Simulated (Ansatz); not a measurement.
# Cl2H3NSi + HCl: a complex and its separated parts, part 2 of 2

Ansatz 0.2.0, Gaussian basis. The steps go on from the part before.

## Step 13: CAM-B3LYP-D4/def2-TZVPP

The inputs:

parta/in.yaml

```yaml
crystal:
  periodic: [false, false, false]
  atoms:
    - {symbol: Si, position_ang: [-1.040199, -0.075103, 0.335169]}
    - {symbol: Cl, position_ang: [-1.757899, -0.708580, -1.467237]}
    - {symbol: Cl, position_ang: [-2.176151, -0.984758, 1.787122]}
    - {symbol: H, position_ang: [-1.241062, 1.373960, 0.500427]}
    - {symbol: N, position_ang: [0.610584, -0.442143, 0.382217]}
    - {symbol: H, position_ang: [0.947966, -1.330315, 0.047046]}
    - {symbol: H, position_ang: [1.189067, -0.075354, 1.121376]}
basis:
  gaussian: {orbitals: def2-TZVPP}
hamiltonian: {xc: {name: CAM-B3LYP}, dispersion: d4}
```

partb/in.yaml

```yaml
crystal:
  periodic: [false, false, false]
  atoms:
    - {symbol: Cl, position_ang: [2.015535, 1.518465, -1.767469]}
    - {symbol: H, position_ang: [1.452259, 0.723929, -0.938650]}
basis:
  gaussian: {orbitals: def2-TZVPP}
hamiltonian: {xc: {name: CAM-B3LYP}, dispersion: d4}
```

The same command starts each run, in its folder.

Run with:

```sh
$ ansatz run in.yaml --threads 8 --pin off --events-out ev --progress --plain --max-ram 19148MiB
```

parta printed, cut to the lines that bear on the results:

```text
Functional definition: CAM-B3LYP
  name "CAM-B3LYP"
  cite "Yanai, Tew & Handy, Chem. Phys. Lett. 393, 51 (2004) doi:10.1016/j.cplett.2004.06.011"
  cite "Iikura, Tsuneda, Yanai & Hirao, J. Chem. Phys. 115, 3540 (2001) doi:10.1063/1.1383587"
  cite "Becke, Phys. Rev. A 38, 3098 (1988) doi:10.1103/PhysRevA.38.3098"
  cite "Lee, Yang & Parr, Phys. Rev. B 37, 785 (1988) doi:10.1103/PhysRevB.37.785"
[...]
1249 factors; their error is unknown
255 factors; integrals over basis functions are off by at most 1.1e-5 eV
[...]
mean field -34467.72837944 eV, -1266.6656548789 hartree, gradient 8.1e-5 eV, S^2 0.000000; 0 other end points of the search recorded, 0 dependent functions left out
reference -34467.72850751 eV, -1266.6656595853 hartree; 29, 29 occupied and 170, 170 virtual orbitals, 1249 factors
Total energy: -34467.89556466 eV, -1266.6717988227 hartree
```

Output in partb, cut to the lines that bear on the results:

```text
[... 6 set-up lines as earlier in the session ...]
[...]
  # Exact exchange under (alpha + beta erf(omega r))/r, Becke's under what is left of 1/r.
[...]
372 factors; their error is unknown
66 factors; integrals over basis functions are off by at most 7.5e-5 eV
[...]
mean field -12539.88293920 eV, -460.8321981776 hartree, gradient 2.6e-5 eV, S^2 0.000000; 0 other end points of the search recorded, 0 dependent functions left out
reference -12539.88301347 eV, -460.8322009072 hartree; 9, 9 occupied and 47, 47 virtual orbitals, 372 factors
Total energy: -12539.88749511 eV, -460.8323656043 hartree
```

They took 1.3 s (parta), 0.2 s (partb) on 8 threads of Arm Neoverse V2, shared host.

## Step 14: wB97X-V/def2-TZVPP

Each input of step 13 (parta, partb) changes in the same lines:

```diff
-hamiltonian: {xc: {name: CAM-B3LYP}, dispersion: d4}
+hamiltonian: {xc: {name: wB97X-V}}
```

The same command starts each run, in its folder.

Run with:

```sh
$ ansatz run in.yaml --threads 8 --pin off --events-out ev --progress --plain --max-ram 19148MiB
```

Output in parta, cut to the lines that bear on the results:

```text
Functional definition: wB97X-V
  name "wB97X-V"
  cite "Mardirossian & Head-Gordon, Phys. Chem. Chem. Phys. 16, 9904 (2014) doi:10.1039/C3CP54374A"
[... 2 set-up lines as earlier in the session ...]
[...]
      + integral(e_c_pw_opposite_spin*poly(b97_u_opposite, cos0, cos1)) + vv10(b, c)
1243 factors; their error is unknown
227 factors; integrals over basis functions are off by at most 2.6e-5 eV
[...]
mean field -34462.01966189 eV, -1266.4558633786 hartree, gradient 3.0e-5 eV, S^2 0.000000; 0 other end points of the search recorded, 0 dependent functions left out
reference -34462.01966016 eV, -1266.4558633151 hartree; 29, 29 occupied and 170, 170 virtual orbitals, 1243 factors
Total energy: -34462.01966016 eV, -1266.4558633151 hartree
```

Log of partb, cut to the lines that bear on the results:

```text
[... 5 set-up lines as earlier in the session ...]
[...]
      + integral(e_c_pw_opposite_spin*poly(b97_u_opposite, cos0, cos1)) + vv10(b, c)
369 factors; their error is unknown
62 factors; integrals over basis functions are off by at most 9.0e-5 eV
[...]
mean field -12537.61272715 eV, -460.7487694235 hartree, gradient 5.7e-5 eV, S^2 0.000000; 0 other end points of the search recorded, 0 dependent functions left out
reference -12537.61272620 eV, -460.7487693885 hartree; 9, 9 occupied and 47, 47 virtual orbitals, 369 factors
Total energy: -12537.61272620 eV, -460.7487693885 hartree
```

Times: 2.8 s (parta), 0.3 s (partb) on 8 threads of Arm Neoverse V2, shared host.

## Step 15: wB97M-V/def2-TZVPP

The same edit goes into each in.yaml of step 14 (parta, partb):

```diff
-hamiltonian: {xc: {name: wB97X-V}}
+hamiltonian: {xc: {name: wB97M-V}}
```

Each run has its own folder and the same command.

Run with:

```sh
$ ansatz run in.yaml --threads 8 --pin off --events-out ev --progress --plain --max-ram 19148MiB
```

Log of parta, cut to the lines that bear on the results:

```text
Functional definition: wB97M-V
  name "wB97M-V"
  cite "Mardirossian & Head-Gordon, J. Chem. Phys. 144, 214110 (2016) doi:10.1063/1.4952647"
[... 2 set-up lines as earlier in the session ...]
  # Of w^i u^j: cxij and so on, Table III.
[...]
  gx(w, u) = 1 - cx + cx01*u + cx10*w
[...]
      + integral(e_c_pw_mod_opposite_spin*gos(b97_w_opposite, b97_u_opposite)) + vv10(b, c)
1243 factors; their error is unknown
227 factors; integrals over basis functions are off by at most 2.6e-5 eV
[...]
mean field -34465.13811251 eV, -1266.5704643249 hartree, gradient 2.9e-5 eV, S^2 0.000000; 0 other end points of the search recorded, 0 dependent functions left out
reference -34465.13815452 eV, -1266.5704658688 hartree; 29, 29 occupied and 170, 170 virtual orbitals, 1243 factors
Total energy: -34465.13815452 eV, -1266.5704658688 hartree
```

Output in partb, cut to the lines that bear on the results:

```text
[... 5 set-up lines as earlier in the session ...]
  # Of w^i u^j: cxij and so on, Table III.
[...]
  gx(w, u) = 1 - cx + cx01*u + cx10*w
[...]
      + integral(e_c_pw_mod_opposite_spin*gos(b97_w_opposite, b97_u_opposite)) + vv10(b, c)
369 factors; their error is unknown
62 factors; integrals over basis functions are off by at most 9.0e-5 eV
[...]
mean field -12538.73838859 eV, -460.7901367187 hartree, gradient 5.7e-5 eV, S^2 0.000000; 0 other end points of the search recorded, 0 dependent functions left out
reference -12538.73841164 eV, -460.7901375657 hartree; 9, 9 occupied and 47, 47 virtual orbitals, 369 factors
Total energy: -12538.73841164 eV, -460.7901375657 hartree
```

They took 3.3 s (parta), 0.35 s (partb) on 8 threads of Arm Neoverse V2, shared host.

## Step 16: B2PLYP/def2-TZVPP

Each input of step 15 (parta, partb) changes in the same lines:

```diff
-hamiltonian: {xc: {name: wB97M-V}}
+hamiltonian: {xc: {name: B2PLYP}}
```

The same command starts each run, in its folder.

Run with:

```sh
$ ansatz run in.yaml --threads 8 --pin off --events-out ev --progress --plain --max-ram 19148MiB
```

parta printed, cut to the lines that bear on the results:

```text
Functional definition: B2PLYP
  name "B2PLYP"
  cite "Grimme, J. Chem. Phys. 124, 034108 (2006) doi:10.1063/1.2148954"
[... 2 set-up lines as earlier in the session ...]
[...]
1166 factors; integrals over basis functions are off by at most 1.0e-3 eV
[...]
mean field -34449.62505063 eV, -1266.0003698162 hartree, gradient 4.3e-6 eV, S^2 0.000000; 0 other end points of the search recorded, 0 dependent functions left out
16 core orbitals not correlated: weight in the atoms' cores, before any rotation towards them, 1.000 or more for the frozen orbitals, at most 0.000 for the correlated occupied ones
reference -34449.62521866 eV, -1266.0003759910 hartree; 13, 13 occupied and 170, 170 virtual orbitals, 1166 factors
second order -23.44579372 eV of doubles, -0.00000000 eV of singles
Total energy: -34455.95558296 eV, -1266.2330125883 hartree
```

partb printed, cut to the lines that bear on the results:

```text
[... 5 set-up lines as earlier in the session ...]
[...]
322 factors; integrals over basis functions are off by at most 1.4e-3 eV
[...]
mean field -12534.13735341 eV, -460.6210517942 hartree, gradient 9.7e-6 eV, S^2 0.000000; 0 other end points of the search recorded, 0 dependent functions left out
5 core orbitals not correlated: weight in the atoms' cores, before any rotation towards them, 1.000 or more for the frozen orbitals, at most 0.000 for the correlated occupied ones
reference -12534.13745016 eV, -460.6210553500 hartree; 4, 4 occupied and 47, 47 virtual orbitals, 322 factors
second order -6.68493564 eV of doubles, -0.00000000 eV of singles
Total energy: -12535.94238279 eV, -460.6873854004 hartree
```

Times: 1.9 s (parta), 0.2 s (partb) on 8 threads of Arm Neoverse V2, shared host.

## Step 17: PBE-QIDH/def2-TZVPP

The same edit goes into each in.yaml of step 16 (parta, partb):

```diff
-hamiltonian: {xc: {name: B2PLYP}}
+hamiltonian: {xc: {name: PBE-QIDH}}
```

The same command starts each run, in its folder.

Run with:

```sh
$ ansatz run in.yaml --threads 8 --pin off --events-out ev --progress --plain --max-ram 19148MiB
```

parta printed, cut to the lines that bear on the results:

```text
Functional definition: PBE-QIDH
  name "PBE-QIDH"
  cite "Brémond, Sancho-García, Pérez-Jiménez & Adamo, J. Chem. Phys. 141, 031101 (2014) doi:10.1063/1.4890314"
[... 1 set-up line as earlier in the session ...]
[...]
1166 factors; integrals over basis functions are off by at most 1.0e-3 eV
[...]
mean field -34439.96857100 eV, -1265.6455007353 hartree, gradient 7.3e-6 eV, S^2 0.000000; 0 other end points of the search recorded, 0 dependent functions left out
16 core orbitals not correlated: weight in the atoms' cores, before any rotation towards them, 1.000 or more for the frozen orbitals, at most 0.000 for the correlated occupied ones
reference -34439.96858277 eV, -1265.6455011676 hartree; 13, 13 occupied and 170, 170 virtual orbitals, 1166 factors
second order -21.78344650 eV of doubles, -0.00000000 eV of singles
Total energy: -34447.22973160 eV, -1265.9123434654 hartree
```

Output in partb, cut to the lines that bear on the results:

```text
[... 4 set-up lines as earlier in the session ...]
[...]
322 factors; integrals over basis functions are off by at most 1.4e-3 eV
[...]
mean field -12531.03295130 eV, -460.5069671210 hartree, gradient 2.4e-6 eV, S^2 0.000000; 0 other end points of the search recorded, 0 dependent functions left out
5 core orbitals not correlated: weight in the atoms' cores, before any rotation towards them, 1.000 or more for the frozen orbitals, at most 0.000 for the correlated occupied ones
reference -12531.03295767 eV, -460.5069673551 hartree; 4, 4 occupied and 47, 47 virtual orbitals, 322 factors
second order -6.22516201 eV of doubles, -0.00000000 eV of singles
Total energy: -12533.10801167 eV, -460.5832241832 hartree
```

Times: 2 s (parta), 0.2 s (partb) on 8 threads of Arm Neoverse V2, shared host.

## Step 18: RPA on PBE/def2-TZVPP

Each input of step 17 (parta, partb) changes in the same lines:

```diff
-hamiltonian: {xc: {name: PBE-QIDH}}
+hamiltonian: {xc: pbe}
+correlation: {method: rpa}
```

Each run has its own folder and the same command.

Run with:

```sh
$ ansatz run in.yaml --threads 8 --pin off --events-out ev --progress --plain --max-ram 19148MiB
```

parta printed, cut to the lines that bear on the results:

```text
[... 4 set-up lines as earlier in the session ...]
[...]
1166 factors; integrals over basis functions are off by at most 1.0e-3 eV
[...]
mean field -34451.19817792 eV, -1266.0581811776 hartree, gradient 7.8e-6 eV, S^2 0.000000; 0 other end points of the search recorded, 0 dependent functions left out
16 core orbitals not correlated: weight in the atoms' cores, before any rotation towards them, 1.000 or more for the frozen orbitals, at most 0.000 for the correlated occupied ones
reference -34403.08766582 eV, -1264.2901524684 hartree; 13, 13 occupied and 170, 170 virtual orbitals, 1166 factors
Total energy: -34434.89714704 eV, -1265.4591293420 hartree
```

Output in partb, cut to the lines that bear on the results:

```text
[... 4 set-up lines as earlier in the session ...]
[...]
322 factors; integrals over basis functions are off by at most 1.4e-3 eV
[...]
mean field -12534.30962841 eV, -460.6273827838 hartree, gradient 3.3e-6 eV, S^2 0.000000; 0 other end points of the search recorded, 0 dependent functions left out
5 core orbitals not correlated: weight in the atoms' cores, before any rotation towards them, 1.000 or more for the frozen orbitals, at most 0.000 for the correlated occupied ones
reference -12519.65922917 eV, -460.0889905421 hartree; 4, 4 occupied and 47, 47 virtual orbitals, 322 factors
Total energy: -12529.02200912 eV, -460.4330663589 hartree
```

Times: 1.7 s (parta), 0.2 s (partb) on 8 threads of Arm Neoverse V2, shared host.

## Step 19: CCSD(T)/def2-TZVPP

Each input of step 18 (parta, partb) changes in the same lines:

```diff
-hamiltonian: {xc: pbe}
-correlation: {method: rpa}
+correlation: {method: ccsd_t}
```

The same command starts each run, in its folder.

Run with:

```sh
$ ansatz run in.yaml --threads 8 --pin off --events-out ev --progress --plain --max-ram 19148MiB
```

Log of parta, cut to the lines that bear on the results:

```text
Functional definition: HF
  name "HF"
  cite "Fock, Z. Phys. 61, 126 (1930) doi:10.1007/BF01340294"
[... 1 set-up line as earlier in the session ...]
[...]
1166 factors; integrals over basis functions are off by at most 1.0e-3 eV
[...]
mean field -34404.41968480 eV, -1264.3391032633 hartree, gradient 2.9e-6 eV, S^2 0.000000; 0 other end points of the search recorded, 0 dependent functions left out
16 core orbitals not correlated: weight in the atoms' cores, before any rotation towards them, 1.000 or more for the frozen orbitals, at most 0.000 for the correlated occupied ones
reference -34404.41968480 eV, -1264.3391032633 hartree; 13, 13 occupied and 170, 170 virtual orbitals, 1166 factors
second order -19.33285381 eV of doubles, -0.00000000 eV of singles
cycle   1  -20.11483855 eV  change   -7.8e-1 eV  update   8.1e-2
[...]
cycle   8  -20.59323675 eV  change   -1.7e-5 eV  update   2.8e-5
perturbative correction -0.83973273 eV, -0.0308596086 hartree
Total energy: -34425.85265428 eV, -1265.1267503638 hartree
```

partb printed, cut to the lines that bear on the results:

```text
[... 4 set-up lines as earlier in the session ...]
[...]
322 factors; integrals over basis functions are off by at most 1.4e-3 eV
[...]
mean field -12519.93377884 eV, -460.0990800565 hartree, gradient 2.9e-6 eV, S^2 0.000000; 0 other end points of the search recorded, 0 dependent functions left out
5 core orbitals not correlated: weight in the atoms' cores, before any rotation towards them, 1.000 or more for the frozen orbitals, at most 0.000 for the correlated occupied ones
reference -12519.93377884 eV, -460.0990800565 hartree; 4, 4 occupied and 47, 47 virtual orbitals, 322 factors
second order -5.53926330 eV of doubles, -0.00000000 eV of singles
cycle   1  -5.96028832 eV  change   -4.2e-1 eV  update   3.9e-2
[...]
cycle   7  -6.10183301 eV  change   -6.1e-6 eV  update   7.9e-6
perturbative correction -0.21572459 eV, -0.0079277323 hartree
Total energy: -12526.25133644 eV, -460.3312460161 hartree
```

They took 20 s (parta), 0.2 s (partb) on 8 threads of Arm Neoverse V2, shared host; peak memory 2.2 GiB.

## Step 20: Vibrations of Cl2H3NSi

The input, vib-parta/in.yaml:

```yaml
crystal:
  periodic: [false, false, false]
  atoms:
    - {symbol: Si, position_ang: [-1.040199, -0.075103, 0.335169]}
    - {symbol: Cl, position_ang: [-1.757899, -0.708580, -1.467237]}
    - {symbol: Cl, position_ang: [-2.176151, -0.984758, 1.787122]}
    - {symbol: H, position_ang: [-1.241062, 1.373960, 0.500427]}
    - {symbol: N, position_ang: [0.610584, -0.442143, 0.382217]}
    - {symbol: H, position_ang: [0.947966, -1.330315, 0.047046]}
    - {symbol: H, position_ang: [1.189067, -0.075354, 1.121376]}
basis:
  gaussian: {orbitals: def2-TZVP}
hamiltonian: {xc: pbe0, dispersion: d4}
phonons: {temperatures: {t_min: 298.15, t_max: 900, t_step: 200}}
```

Run with:

```sh
$ ansatz run in.yaml --threads 8 --pin off --events-out ev --progress --plain --max-ram 19148MiB
```

What it wrote, cut to the lines that bear on the results:

```text
[... 5 set-up lines as earlier in the session ...]
[...]
1091 factors; their error is unknown
[...]
mean field -34454.09984721 eV, -1266.1648155573 hartree, gradient 4.5e-5 eV, S^2 0.000000; 0 other end points of the search recorded, 0 dependent functions left out
[...]
Atom 4 at     0.610584    -0.442143     0.382217 Å, force    -0.000827    -0.001126    -0.001521 eV/Å
Atom 5 at     0.947966    -1.330315     0.047046 Å, force     0.000540     0.000100     0.000673 eV/Å
Atom 6 at     1.189067    -0.075354     1.121376 Å, force     0.000203     0.000139     0.000004 eV/Å
Dipole moment:     0.468036     0.031122     0.136909 e Å
Vibrations: 126.30 199.28 246.59 294.83 392.18 510.10 574.93 724.07 832.38 897.86 915.36 1574.55 2292.64 3601.34 3698.13 cm⁻¹, zero-point energy 1.046460 eV
```

Wall time 34 s (8 threads of Arm Neoverse V2, shared host).

Wavenumbers and character of the modes:

| mode | wavenumber (cm⁻¹) | character |
| --- | --- | --- |
| 1 | 126 | torsion with bend |
| 2 | 199 | bend with torsion |
| 3 | 247 | bend with torsion |
| 4 | 295 | bend with torsion |
| 5 | 392 | torsion |
| 6 | 510 | Si–Cl stretch |
| 7 | 575 | Si–Cl stretch |
| 8 | 724 | bend |
| 9 | 832 | bend with torsion |
| 10 | 898 | bend |
| 11 | 915 | Si–N stretch with bend |
| 12 | 1575 | bend |
| 13 | 2293 | Si–H stretch |
| 14 | 3601 | N–H stretch |
| 15 | 3698 | N–H stretch |

Vibrational sums (real modes only):

| T (K) | entropy (J/mol/K) | heat capacity (J/mol/K) |
| --- | --- | --- |
| 298 | 46.9 | 56.3 |
| 498 | 81.1 | 76.4 |
| 698 | 108.8 | 87.4 |
| 898 | 131.7 | 94.9 |

## Step 21: Vibrations of HCl

The input, vib-partb/in.yaml:

```yaml
crystal:
  periodic: [false, false, false]
  atoms:
    - {symbol: Cl, position_ang: [2.015535, 1.518465, -1.767469]}
    - {symbol: H, position_ang: [1.452259, 0.723929, -0.938650]}
basis:
  gaussian: {orbitals: def2-TZVP}
hamiltonian: {xc: pbe0, dispersion: d4}
phonons: {temperatures: {t_min: 298.15, t_max: 900, t_step: 200}}
```

Run with:

```sh
$ ansatz run in.yaml --threads 8 --pin off --events-out ev --progress --plain --max-ram 19148MiB
```

What it wrote, cut to the lines that bear on the results:

```text
[... 5 set-up lines as earlier in the session ...]
[...]
312 factors; their error is unknown
[...]
mean field -12535.31645841 eV, -460.6643831037 hartree, gradient 4.2e-5 eV, S^2 0.000000; 0 other end points of the search recorded, 0 dependent functions left out
[...]
reference -12535.31637102 eV, -460.6643798925 hartree; 9, 9 occupied and 34, 34 virtual orbitals, 312 factors
Total energy: -12535.32105166 eV, -460.6645519027 hartree
Atom 0 at     2.015535     1.518465    -1.767469 Å, force    -0.000009    -0.000012     0.000013 eV/Å
Atom 1 at     1.452259     0.723929    -0.938650 Å, force     0.000009     0.000012    -0.000013 eV/Å
Dipole moment:    -0.115668    -0.163157     0.170197 e Å
Vibrations: 2996.99 cm⁻¹, zero-point energy 0.185790 eV
```

Wall time 0.95 s (8 threads of Arm Neoverse V2, shared host).

The modes, with what each moves most:

| mode | wavenumber (cm⁻¹) | character |
| --- | --- | --- |
| 1 | 2997 | Cl–H stretch |

Vibrational sums (real modes only):

| T (K) | entropy (J/mol/K) | heat capacity (J/mol/K) |
| --- | --- | --- |
| 298 | 0.0 | 0.0 |
| 498 | 0.0 | 0.1 |
| 698 | 0.1 | 0.7 |
| 898 | 0.4 | 1.6 |

## Step 22: Complex less separated parts

The complex's own energies come from single points at the same levels.

Rows are in def2-TZVPP; times add the 3 runs of a level on a shared host, so small differences are noise.

Differences are taken before rounding.

| method | rung | complex less parts (kJ/mol) | from CCSD(T) (kJ/mol) | time |
| --- | --- | --- | --- | --- |
| SPW92 | LDA | -40.9 | -21.8 | 1.6 s |
| PBE-D4 | GGA | -30.1 | -11.1 | 2.4 s |
| BLYP-D4 | GGA | -27.3 | -8.2 | 2.6 s |
| r2SCAN-D4 | meta-GGA | -25.3 | -6.2 | 5.3 s |
| B97M-V | meta-GGA | -21.2 | -2.1 | 9 s |
| PBE0-D4 | hybrid | -26.0 | -7.0 | 3.9 s |
| B3LYP-D4 | hybrid | -24.6 | -5.5 | 3.3 s |
| r2SCAN0-D4 | hybrid | -23.0 | -3.9 | 6.1 s |
| BHLYP-D4 | hybrid | -20.9 | -1.8 | 3.5 s |
| CAM-B3LYP-D4 | range-separated hybrid | -22.8 | -3.8 | 3.9 s |
| wB97X-V | range-separated hybrid | -20.0 | -1.0 | 7.9 s |
| wB97M-V | range-separated hybrid | -19.9 | -0.8 | 9.6 s |
| B2PLYP | double hybrid | -17.5 | +1.6 | 5.6 s |
| PBE-QIDH | double hybrid | -20.3 | -1.3 | 5.8 s |
| RPA on PBE | RPA | -15.5 | +3.6 | 5.2 s |
| Hartree-Fock | wavefunction | 1.0 | +20.0 |  |
| MP2 | wavefunction | -22.4 | -3.3 |  |
| CCSD | wavefunction | -15.3 | +3.7 |  |
| CCSD(T) | wavefunction | -19.1 | 0 | 1.9 min |

Among the levels timed on like hardware and quicker than the yardstick, those that no quicker one beats, quickest first: SPW92 (1.6 s, -21.8 kJ/mol); PBE-D4 (2.4 s, -11.1 kJ/mol); BLYP-D4 (2.6 s, -8.2 kJ/mol); B3LYP-D4 (3.3 s, -5.5 kJ/mol); BHLYP-D4 (3.5 s, -1.8 kJ/mol); B2PLYP (5.6 s, +1.6 kJ/mol); PBE-QIDH (5.8 s, -1.3 kJ/mol); wB97X-V (7.9 s, -1.0 kJ/mol); wB97M-V (9.6 s, -0.8 kJ/mol).

wB97M-V reaches 0.8 kJ/mol from the reference in 9.6 s, where CCSD(T) took 1.9 min; the quickest level in the cost chart, SPW92, takes 1.6 s and misses by 21.8 kJ/mol.

The complex's zero-point energy, from a separate PBE0-D4 run, is 1.311 eV.

## Step 23: Results

This closing draws on all 2 parts.

| quantity | value |
| --- | --- |
| complex less parts, CCSD(T)/def2-TZVPP | -19.1 kJ/mol |
| with zero-point energy | -11.5 kJ/mol |
| largest T1 diagnostic | 0.009 |

What this shows: At CCSD(T) the complex lies 19.1 kJ/mol below its parts. The functionals run from wB97M-V, off by -0.8 kJ/mol, to SPW92, off by -21.8 kJ/mol, against CCSD(T). Mean unsigned error by rung: LDA 21.8, GGA 9.6, meta-GGA 4.2, hybrid 4.6, range-separated hybrid 1.8, double hybrid 1.4 kJ/mol. PBE-D4 gives a relative energy 11.1 kJ/mol too low, outside chemical accuracy (1 kcal/mol, 4.2 kJ/mol). No counterpoise was applied, and triple zeta lacks some correlation, so the CCSD(T) reference has a basis error of its own, and close matches with it are partly luck.
